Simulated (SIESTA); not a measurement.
# HPbNO4 under changes of volume

One of the cells (14.774 Å³/atom); the others are scaled copies at fixed shape and fractional positions:

```
CELL_PARAMETERS angstrom
4.22704 0.11191 0.16928
1.92869 3.91709 0.12651
1.77251 1.26089 6.41486
ATOMIC_POSITIONS crystal
H 0.89145 0.68202 0.62796
Pb 0.14426 0.92872 0.88352
N 0.25670 0.28861 0.30171
O 0.83108 0.65056 0.78405
O 0.38694 0.22380 0.11295
O 0.31104 0.03576 0.45856
O 0.07726 0.60633 0.32275
```

The cell was built by a generator and needn't be a form met in nature.

* Program: SIESTA 5.4.2
* Functional: PBE
* Potentials or basis: PseudoDojo 0.4 standard (PBE files)
* Basis: DZP (energy shift 0.003 Ry; two zetas on semicore shells)
* Grid cutoff: 800 Ry
* Energy shift: 0.003 Ry
* k mesh: 7 × 7 × 5
* Occupations: fermi-dirac, width 0.05 eV
* Spin: no spin polarisation

```csv
volume (Å³/atom),energy over the lowest point (meV/atom),pressure (GPa),gap on the mesh (eV),largest force (eV/Å)
13.615,35.51,9.8,2.85,3.284
13.905,20.29,7.1,2.84,2.586
14.195,9.57,4.8,2.82,1.934
14.774,0.00,0.7,2.79,0.766
15.064,?,?,?,?
15.353,3.76,-2.7,2.76,0.265
```

**Question.** What does the run at 15.064 Å³/atom give?

**Answer.** Energy over the lowest point 0.37 meV/atom; pressure -1.1 GPa; gap on the mesh 2.78 eV; largest force 0.327 eV/Å.

Worked out: A Birch-Murnaghan fit of order 3 (a polynomial in V^(-2/3)) to the other rows has its minimum at 14.88 Å³/atom with B0 = V·E''(V) = 91 GPa and B' = 4.1 at fixed shape and positions, which overstates the stiffness. It gives 0.38 meV/atom at 15.064 Å³/atom, against the run's 0.37, and -dE/dV = -1.1 GPa, against -1.1. A straight line through the other rows of the gap, of slope -0.767 eV per unit of ln V, gives 2.78 eV, against the run's 2.78.

Energies are extrapolated to zero smearing.

Caveats: spin-orbit coupling is left out, which as a rule narrows the gap of such compounds by several tenths of an eV; an odd mesh through Γ misses points on the zone boundary, where band edges often lie; the basis of atomic orbitals isn't converged, which shifts pressures, moduli and gaps; forces of over 1 eV/Å show positions far from the minimum, so gaps and moduli don't describe the material at rest (some runs).
